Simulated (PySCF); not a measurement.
**Mo(OH)₃: structure of the quartet**

The task is one start of a wider search on Mo(OH)₃: the quartet, from a trigonal pyramidal start. It is relaxed, tested by its Hessian and followed downhill if it is a saddle.

The runs use PySCF 2.14.0; PBE0, basis Mo def2-TZVP with ECP28, O def2-TZVP, H def2-TZVP, scalar-relativistic core potentials, no spin–orbit coupling, density fitting.

**1. The starting structure**

7 atoms, charge 0, spin multiplicity 4.

Bond lengths: Mo1–O2 2.010 Å, Mo1–O3 2.010 Å, Mo1–O4 2.010 Å, O2–H5 0.960 Å, O3–H6 0.960 Å, O4–H7 0.960 Å. Angles: O2–Mo1–O3 99.8°, O2–Mo1–O4 99.8°, O3–Mo1–O4 99.8°, Mo1–O2–H5 130.0°, Mo1–O3–H6 130.0°, Mo1–O4–H7 130.0°.

```xyz
7
charge 0 multiplicity 4
Mo    0.0000    0.0000    0.0000
O     1.7747    0.0000    0.9436
O    -0.8874    1.5370    0.9436
O    -0.8874   -1.5370    0.9436
H     2.3196   -0.7354    1.2333
H    -0.5229    2.3765    1.2333
H    -1.7967   -1.6411    1.2333
```

**2. First SCF at the start**

One driver script runs all steps and calls PySCF; scf.py shows how it sets up the SCF of each step. The optimiser is the driver's own. After this first run the driver tries any further starts and a stability analysis.

scf.py

```python
from pyscf import gto, scf, dft
mol = gto.M(atom='''
Mo     0.000000     0.000000     0.000000
O      1.774700     0.000000     0.943600
O     -0.887400     1.537000     0.943600
O     -0.887400    -1.537000     0.943600
H      2.319600    -0.735400     1.233300
H     -0.522900     2.376500     1.233300
H     -1.796700    -1.641100     1.233300''',
    basis={'Mo': 'def2-TZVP', 'O': 'def2-TZVP', 'H': 'def2-TZVP'},
    ecp={'Mo': 'def2-TZVP'},
    charge=0, spin=3)
mf = dft.UKS(mol, xc='PBE0')
mf.grids.atom_grid = (50, 194)
aux = {'Mo': 'def2-universal-JKFIT', 'O': 'def2-universal-JKFIT', 'H': 'def2-universal-JKFIT'}
mf = mf.density_fit(auxbasis=aux)
mf.conv_tol = 1e-08
mf.diis_space = 10
mf.max_cycle = 60
mf.init_guess = 'minao'
mf.verbose = 4
mf.kernel()
```

Command:

```
$ OMP_NUM_THREADS=4 python axn.py task.json out
```

Output:

```text
init E= -288.842901493747
[... the frontier-level lines of each cycle are left out ...]
cycle= 1 E= -295.133423389602  delta_E= -6.29  |g|= 1.04  |ddm|= 2.73
cycle= 2 E= -291.941397009634  delta_E= 3.19  |g|= 2.93  |ddm|= 2.04
cycle= 3 E= -295.439713668476  delta_E= -3.5  |g|= 0.446  |ddm|=  1.7
cycle= 4 E= -295.533290410079  delta_E= -0.0936  |g|= 0.164  |ddm|= 0.546
cycle= 5 E= -295.546437828984  delta_E= -0.0131  |g|= 0.0383  |ddm|= 0.154
cycle= 6 E= -295.547155652157  delta_E= -0.000718  |g|= 0.0109  |ddm|= 0.0361
cycle= 7 E= -295.547314055258  delta_E= -0.000158  |g|= 0.00453  |ddm|= 0.0236
cycle= 8 E= -295.547379964522  delta_E= -6.59e-05  |g|= 0.00175  |ddm|= 0.019
cycle= 9 E= -295.547399563114  delta_E= -1.96e-05  |g|= 0.001  |ddm|= 0.0125
cycle= 10 E= -295.54740286288  delta_E= -3.3e-06  |g|= 0.000855  |ddm|= 0.00486
cycle= 11 E= -295.54740371704  delta_E= -8.54e-07  |g|= 0.000293  |ddm|= 0.0017
cycle= 12 E= -295.547404228144  delta_E= -5.11e-07  |g|= 9.64e-05  |ddm|= 0.00221
cycle= 13 E= -295.547404313032  delta_E= -8.49e-08  |g|= 3.66e-05  |ddm|= 0.000981
cycle= 14 E= -295.547404320824  delta_E= -7.79e-09  |g|= 1.22e-05  |ddm|= 0.000309
Extra cycle  E= -295.547404321233  delta_E= -4.1e-10  |g|= 1.13e-05  |ddm|= 4.1e-05
converged SCF energy = -295.547404321233  <S^2> = 3.7677919  2S+1 = 4.0088861
```

This step, with its further starts and checks, ran for 31 s (4 threads of Arm Neoverse V1, shared host).

The starts that the driver tried:

```tsv
start	energy (Eh)
the minimal-basis guess	-295.547404
a thermally smeared density	-295.547404
a smeared PBE density	-295.547404
```

The test of internal stability and the other starts found no lower solution of this spin.

**3. Trigonal pyramidal start, quartet: relaxation**

The program finds C3 symmetry in the start, which this walk keeps.

scf.py, as its differences from that of step 2:

```diff
@@ -3,7 +3,7 @@
-Mo     0.000000     0.000000     0.000000
-O      1.774700     0.000000     0.943600
-O     -0.887400     1.537000     0.943600
-O     -0.887400    -1.537000     0.943600
-H      2.319600    -0.735400     1.233300
-H     -0.522900     2.376500     1.233300
-H     -1.796700    -1.641100     1.233300''',
+Mo     0.000000    -0.000000    -0.329099
+O      1.774753     0.000000     0.614503
+O     -0.887378     1.536982     0.614501
+O     -0.887378    -1.536982     0.614501
+H      2.319580    -0.735414     0.904204
+H     -0.522904     2.376523     0.904201
+H     -1.796679    -1.641109     0.904200''',
@@ -20 +19,0 @@
-mf.init_guess = 'minao'
```

Energy and gradient, step by step:

```tsv
step	energy (Eh)	change (kJ/mol)	largest symmetric gradient (Eh/bohr)
0	-295.547404	0.00	0.09584
1	-295.572707	-66.43	0.04106
2	-295.581323	-89.05	0.01259
3	-295.587196	-104.47	0.02611
4	-295.587516	-105.31	0.03896
5	-295.595321	-125.81	0.00952
6	-295.597431	-131.34	0.01358
7	-295.599802	-137.57	0.01545
8	-295.603018	-146.01	0.01674
9	-295.606703	-155.69	0.01459
10	-295.609086	-161.95	0.00989
11	-295.609951	-164.22	0.00763
12	-295.610532	-165.74	0.00503
13	-295.610881	-166.66	0.00830
14	-295.611716	-168.85	0.00242
15	-295.612165	-170.03	0.00329
16	-295.612577	-171.11	0.00182
17	-295.612674	-171.37	0.00179
18	-295.612695	-171.42	0.00039
19	-295.612699	-171.43	0.00027
20	-295.612702	-171.44	0.00006
```

The walk took 99 s.

Geometry (Å) and forces (eV/Å) at some steps:

```
step 0
Mo   0.000   0.000  -0.329   0.001  -0.003   4.928
O    1.775   0.000   0.615  -1.499   0.434  -1.487
O   -0.887   1.537   0.615   0.376  -1.515  -1.487
O   -0.887  -1.537   0.615   1.123   1.083  -1.486
H    2.320  -0.735   0.904  -0.349  -0.221  -0.157
H   -0.523   2.377   0.904   0.366  -0.191  -0.156
H   -1.797  -1.641   0.904  -0.018   0.412  -0.156
step 1
Mo   0.000   0.000  -0.185  -0.010   0.001   2.111
O    1.780   0.015   0.564  -0.202  -0.131  -0.507
O   -0.903   1.534   0.564   0.218  -0.112  -0.500
O   -0.877  -1.549   0.564  -0.005   0.243  -0.500
H    2.286  -0.736   0.907  -0.443   0.240  -0.201
H   -0.505   2.348   0.907   0.013  -0.503  -0.201
H   -1.781  -1.611   0.907   0.429   0.262  -0.201
step 10
Mo   0.000   0.000   0.400   0.000   0.001  -0.197
O    1.873  -0.193   0.278   0.363  -0.379   0.325
O   -0.770   1.718   0.278   0.146   0.501   0.325
O   -1.103  -1.526   0.278  -0.507  -0.124   0.319
H    2.390  -0.587   0.998  -0.162   0.307  -0.257
H   -0.687   2.363   0.998  -0.187  -0.292  -0.257
H   -1.703  -1.776   0.998   0.347  -0.014  -0.257
step 20
Mo   0.000   0.000   0.297   0.006  -0.002   0.002
O    1.857  -0.361   0.255  -0.002   0.002  -0.005
O   -0.616   1.789   0.255  -0.002  -0.003  -0.002
O   -1.241  -1.428   0.255  -0.002   0.002  -0.002
H    2.382  -0.459   1.055   0.000  -0.002   0.002
H   -0.793   2.292   1.055   0.001   0.001   0.002
H   -1.588  -1.833   1.055  -0.001   0.001   0.003
```

It settles in C3v symmetry, 171.4 kJ/mol below the start, after 20 steps: Mo–O 1.893 Å (×3), O–H 0.962 Å (×3); H–O–Mo 122.4° (×3), O–Mo–O 120.0° (×3).

**4. Is it a minimum? Harmonic modes**

The point is checked on the finer grid, and tightened if its gradient asks for it. The Hessian and the dipole derivatives come from central differences of analytic gradients, with steps of 0.02 bohr.

scf.py, as its differences from that of step 3:

```diff
@@ -3,7 +3,7 @@
-Mo     0.000000    -0.000000    -0.329099
-O      1.774753     0.000000     0.614503
-O     -0.887378     1.536982     0.614501
-O     -0.887378    -1.536982     0.614501
-H      2.319580    -0.735414     0.904204
-H     -0.522904     2.376523     0.904201
-H     -1.796679    -1.641109     0.904200''',
+Mo    -0.000000     0.000000     0.000457
+O      1.857680    -0.359155    -0.044241
+O     -0.617803     1.788375    -0.044243
+O     -1.239877    -1.429220    -0.044244
+H      2.382123    -0.460548     0.755296
+H     -0.792216     2.293254     0.755293
+H     -1.589909    -1.832706     0.755292''',
@@ -14 +14 @@
-mf.grids.atom_grid = (50, 194)
+mf.grids.atom_grid = (75, 302)
@@ -17 +17 @@
-mf.conv_tol = 1e-08
+mf.conv_tol = 1e-10
```

This SCF starts from the last density.

SCF at the final geometry:

```text
init E= -295.612655915138
[... the frontier-level lines of each cycle are left out ...]
cycle= 1 E= -295.612655915137  delta_E= 1.02e-12  |g|= 7.62e-07  |ddm|= 8.46e-07
Extra cycle  E= -295.612655915137  delta_E= 2.27e-13  |g|= 1.58e-06  |ddm|= 1.26e-06
converged SCF energy = -295.612655915137  <S^2> = 3.7611194  2S+1 = 4.0055558
```

The whole step took 2 min.

Geometry: C3v; Mo–O 1.893 Å (×3), O–H 0.962 Å (×3); H–O–Mo 122.4° (×3), O–Mo–O 119.9° (×3).

Harmonic modes (main isotopes):

```tsv
symmetry	ω (cm⁻¹)	IR (km/mol)
a1	159	0.7
e	180	0.2
a2	367	0.0
e	436	257
e	670	543
a1	684	0.1
a1	693	45.2
e	698	295
e	3848	177
a1	3852	69.0
```

All wavenumbers are real: a minimum.

Constants and moments:

| Item | Value |
| --- | --- |
| Dipole moment | 3.59 D |
| Highest occupied level | -6.20 eV |
| Lowest empty level | -1.89 eV |
| Rotational constants | 0.1745, 0.1745, 0.08892 cm⁻¹ |
| Zero-point energy | 104.2 kJ/mol |
| Principal polarisabilities | 44.8, 52.0, 52.0 bohr³ |
| Atomisation energy without zero-point energy | 2492 kJ/mol |
| Principal traceless quadrupole moments about the centre of mass | -2.09, -2.09, 4.19 D Å |
| Entropy at 298.15 K and 1 bar (electronic part: spin only) | 331.9 J/(mol K) |
| Heat capacity Cp at 298.15 K | 96.4 J/(mol K) |
| Enthalpy at 298.15 K above 0 K | 18.89 kJ/mol |
| Rotational symmetry number | 3 |
| Spin squared ⟨S²⟩ | 3.761 |

Charges (e) and bond orders:

```json
{"atom": "Mo1", "Mulliken": "1.28", "Löwdin": "0.61", "polar tensor": "1.65", "spin (Mulliken)": "3.02", "Mayer order to Mo1": "–"}
{"atom": "O2,3,4", "Mulliken": "-0.76", "Löwdin": "-0.36", "polar tensor": "-0.83", "spin (Mulliken)": "-0.02", "Mayer order to Mo1": "0.89"}
{"atom": "H5,6,7", "Mulliken": "0.33", "Löwdin": "0.16", "polar tensor": "0.28", "spin (Mulliken)": "0.02", "Mayer order to Mo1": "0.02"}
```

Mulliken populations on Mo1 (outside its core potential): s 2.38, p 6.19, d 4.11, f 0.05.

**5. What came out**

| quantity | value |
| --- | --- |
| minimum | quartet, C3v |
| geometry | Mo–O 1.893 Å (×3), O–H 0.962 Å (×3); H–O–Mo 122.4° (×3), O–Mo–O 119.9° (×3) |
| wavenumbers (cm⁻¹) | 159 (a1), 180 (e), 367 (a2), 436 (e), 670 (e), 684 (a1), 693 (a1), 698 (e), 3848 (e), 3852 (a1) |
| dipole moment | 3.59 D |
| highest occupied, lowest empty level (either spin) | -6.20, -1.89 eV |
| polar-tensor charge of Mo1 | +1.65 e |
| zero-point energy | 104.2 kJ/mol |
| entropy at 298.15 K | 331.9 J/(mol K) |
| atomisation energy (no zero-point energy) | 2492 kJ/mol |
| ⟨S²⟩ | 3.761 |

What this shows: From C3 at the start the molecule goes to a C3v minimum. In the infrared the band at 670 cm⁻¹ (e) leads. Most of the spin sits on Mo1 (Mulliken spin 3.02, against 3 for the whole molecule). Other starts or spin states, not run here, may lie lower. One determinant may miss the lowest occupation of an open d or f shell.

The search up to here took 4.2 min.
